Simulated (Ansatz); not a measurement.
# SiGeC (triplet): from Hartree-Fock to the top rungs, cc-pVDZ

One table from this session's results is given with a row withheld; the runs are named, their logs left out.

Program: Ansatz 0.2.0, Gaussian basis. Level of theory: cc-pVDZ, core rule «outside noble gas», up to 20 orbitals frozen. These are calculated values, not measurements.

To be run: UHF; CCSD(T) on ROHF; CCSD(T) on UHF; BCCD(T) on ROHF; CISD; CCSDT(Q) on ROHF; CCSDT(Q) on UHF; CASSCF and MRCISD+Q, 12 electrons in 12 orbitals; CASSCF and NEVPT2, 12 electrons in 12 orbitals.

3 further runs of the same task are left out: 3 set aside as unsound or not needed.

## The system

The geometry is a PBE0/def2-TZVP stationary point (not a proven minimum) of the parent state, kept for this charge and spin. No spin-orbit coupling is included. The filled d shell of Ge may be among the frozen orbitals whatever the setting's name suggests; the logs give the count.

3 atoms, charge 0, spin multiplicity 3.

Atoms are counted from 1 here; the program's logs count them from 0.

Bond lengths: C1–Ge2 1.768 Å, C1–Si3 1.685 Å. Angles: Ge2–C1–Si3 180.0°.

The first run:

in.yaml reads:

```yaml
crystal:
  periodic: [false, false, false]
  atoms:
    - {symbol: C, position_ang: [0.000000, 0.000000, 0.027600]}
    - {symbol: Ge, position_ang: [0.000000, 0.000000, -1.740100]}
    - {symbol: Si, position_ang: [0.000000, 0.000000, 1.712500]}
basis:
  gaussian: {orbitals: cc-pVDZ}
magnetization: {spin_polarized: true, initial_magnetization: 2}
hamiltonian: {xc: hf}
output: {orbitals: {seedname: orbitals}}
```

Command:

```
ansatz run in.yaml --threads 1 --pin off --events-out ev --progress --plain --max-ram 4096MiB --backend cpu
```

Among the steps run: UHF; CCSD(T) on ROHF; CCSD(T) on UHF; BCCD(T) on ROHF; CISD; CCSDT(Q) on ROHF; CCSDT(Q) on UHF; CASSCF and MRCISD+Q, 12 electrons in 12 orbitals; CASSCF and NEVPT2, 12 electrons in 12 orbitals.

One of the session's tables, all rows but one given; the rest of the session is left out.

It belongs to the step «Misses and costs». 

| method | from RCCSDT(Q) (meV) |
| --- | --- |
| RMP2 | +1001.5 |
| UMP2 | +1569.0 |
| RCCSD | +783.3 |
| UCCSD | +732.3 |
| RCCSD(T) | +119.4 |
| UCCSD(T) | +127.5 |
| BCCD(T) | +120.4 |
| RCCSDT | +97.5 |
| UCCSDT | +77.7 |
| RCCSDT(Q) | 0 |
| UCCSDT(Q) | -13.4 |
| CASSCF valence | +4732.1 |
| NEVPT2 valence | +1065.7 |
| MRCISD valence | ? |
| MRCISD+Q valence | -22.0 |

Estimate the missing values for MRCISD valence.

**Answer.** from RCCSDT(Q) (meV): +382.2. In the column «from RCCSDT(Q) (meV)» it lies between UCCSD(T) (+127.5) and UCCSD (+732.3).

Not comparable, so not listed: CISD (they don't share determinant, frozen orbitals or solution with the rows shown, or repeat one).

Caveats from the session: The report flags that the cluster equations may have other roots. Left out of the table: ROHF, UHF (another determinant or state than the rows shown). The program flags RCCSD(T), UCCSD(T), BCCD(T), RCCSDT(Q), UCCSDT(Q) as in doubt, so the zero of the table is itself unsure. Warnings: coupled cluster took another determinant than the lowest. Restricted and unrestricted rows rest on different reference determinants; where their highest levels disagree by more than a few hundredths of an eV, they describe different states and don't form one ladder.
